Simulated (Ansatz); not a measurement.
From input file to script: C2H7AlGe, SMILES C=[C]([AlH2])[GeH3] in Ansatz 0.2.0.

```yaml
crystal:
  periodic: [false, false, false]
  atoms:
    - { symbol: C, position_ang: [0.6307, 1.2805, 0.7898] }
    - { symbol: C, position_ang: [0.154, 0.183, 0.2279] }
    - { symbol: Al, position_ang: [0.9243, -1.5447, 0.7213] }
    - { symbol: Ge, position_ang: [-1.1181, 0.2206, -1.1448] }
    - { symbol: H, position_ang: [0.1566, 2.2693, 0.4593] }
    - { symbol: H, position_ang: [1.3602, 1.3392, 1.5338] }
    - { symbol: H, position_ang: [2.1325, -1.5985, 1.8469] }
    - { symbol: H, position_ang: [0.4901, -2.8724, 0.0285] }
    - { symbol: H, position_ang: [-2.1478, 1.4208, -0.8616] }
    - { symbol: H, position_ang: [-1.9944, -1.1131, -1.0754] }
    - { symbol: H, position_ang: [-0.5227, 0.3583, -2.5051] }
basis:
  gaussian:
    orbitals: def2-SVP
    point_charges: [{ charge: -1.0, position_ang: [0.0, 0.0, 4.35] }]
hamiltonian:
  xc: { name: B97M-V }
```

The program run on that file:
```console
$ ansatz run input.yaml --threads 1 --pin off --max-ram 4096MiB --backend cpu --events-out ev --progress --plain --runs-dir out
Engine: ansatz 0.2.0, aarch64-unknown-linux-gnu
Functional definition: B97M-V
  parameter cx00 = 1.000
  parameter cx01 = 1.308
  parameter cx02 = 1.901
  parameter cx10 = 0.416
  parameter cx11 = 3.070
  parameter css00 = 1.000
  parameter css02 = -1.855
  parameter css10 = -5.668
  parameter css32 = -20.497
  parameter css42 = -20.364
  parameter cos00 = 1.000
  parameter cos01 = 1.573
  parameter cos03 = -6.298
  parameter cos10 = 2.535
  parameter cos32 = -6.427
  parameter b = 6.0
  parameter c = 0.01
  gx(w, u) = cx00 + cx01*u + cx02*u^2 + (cx10 + cx11*u)*w
  gss(w, u) = css00 + css02*u^2 + css10*w + (css32*w^3 + css42*w^4)*u^2
  gos(w, u) = cos00 + cos01*u + cos03*u^3 + cos10*w + cos32*w^3*u^2
  exchange = spin_sum(e_x_unif_s*gx(b97_w, b97_u_x))
  correlation = spin_sum(e_c_pw_mod_same_spin*gss(b97_w, b97_u_same))
      + integral(e_c_pw_mod_opposite_spin*gos(b97_w_opposite, b97_u_opposite)) + vv10(b, c)
1266 factors; their error is unknown
mean field evaluation 1: about -65273.1612 eV, gradient 4.7e1 eV
mean field evaluation 2: about -65258.0526 eV, gradient 8.2e1 eV
mean field evaluation 4: about -65279.0188 eV, gradient 7.8e0 eV
mean field evaluation 8: about -65279.1104 eV, gradient 1.6e-1 eV
mean field evaluation 16: about -65279.1105 eV, gradient 4.3e-5 eV
mean field -65279.11048608 eV, -2398.9630625930 hartree, gradient 4.3e-5 eV, S^2 0.000000; 0 other end points of the search recorded, 0 dependent functions left out
reference -65279.11055082 eV, -2398.9630649721 hartree; 32, 32 occupied and 81, 81 virtual orbitals, 1266 factors
Total energy: -65279.11055082 eV, -2398.9630649721 hartree
```

Script `run_deck.py`:
```python
"""C2H7AlGe through the session interface."""

import ansatz as az


def main() -> None:
    deck = {
        "crystal": {
            "periodic": [False, False, False],
            "atoms": [
                {"symbol": "C", "position_ang": [0.6307, 1.2805, 0.7898]},
                {"symbol": "C", "position_ang": [0.154, 0.183, 0.2279]},
                {"symbol": "Al", "position_ang": [0.9243, -1.5447, 0.7213]},
                {"symbol": "Ge", "position_ang": [-1.1181, 0.2206, -1.1448]},
                {"symbol": "H", "position_ang": [0.1566, 2.2693, 0.4593]},
                {"symbol": "H", "position_ang": [1.3602, 1.3392, 1.5338]},
                {"symbol": "H", "position_ang": [2.1325, -1.5985, 1.8469]},
                {"symbol": "H", "position_ang": [0.4901, -2.8724, 0.0285]},
                {"symbol": "H", "position_ang": [-2.1478, 1.4208, -0.8616]},
                {"symbol": "H", "position_ang": [-1.9944, -1.1131, -1.0754]},
                {"symbol": "H", "position_ang": [-0.5227, 0.3583, -2.5051]},
            ],
        },
        "basis": {
            "gaussian": {
                "orbitals": "def2-SVP",
                "point_charges": [{"charge": -1.0, "position_ang": [0.0, 0.0, 4.35]}],
            },
        },
        "hamiltonian": {"xc": {"name": "B97M-V"}},
    }
    session = az.Session.from_dict(deck)
    summary = session.plan(threads=1).execute().report

    print("reference energy %16.6f eV" % summary["reference_energy_ev"])
    print("total energy     %16.6f eV" % summary["free_energy_ev"])
    print("occupied orbitals outside the frozen core (up, down):", summary["n_occupied"], " frozen:", summary["n_frozen"], " virtual:", summary["n_virtual"])
    symbols = ["C", "C", "Al", "Ge", "H", "H", "H", "H", "H", "H", "H"]


if __name__ == "__main__":
    main()
```

Output of `python run_deck.py`:
```text
reference energy    -65279.110551 eV
total energy        -65279.110551 eV
occupied orbitals outside the frozen core (up, down): [32, 32]  frozen: 0  virtual: [81, 81]
```

Notes:
- The settings weren't tested for convergence.
- The geometry is a force-field or estimated start, not a minimum of this method, and the basis set is short of its limit.
- External point charges are part of this input, so the results are those of the molecule in their field.
- Hardware and time: 18 s on 1 thread of Arm Neoverse V1 (shared host), peak memory 0.26 GiB.

(Lines on the test bed's own set-up are left out of the output.)
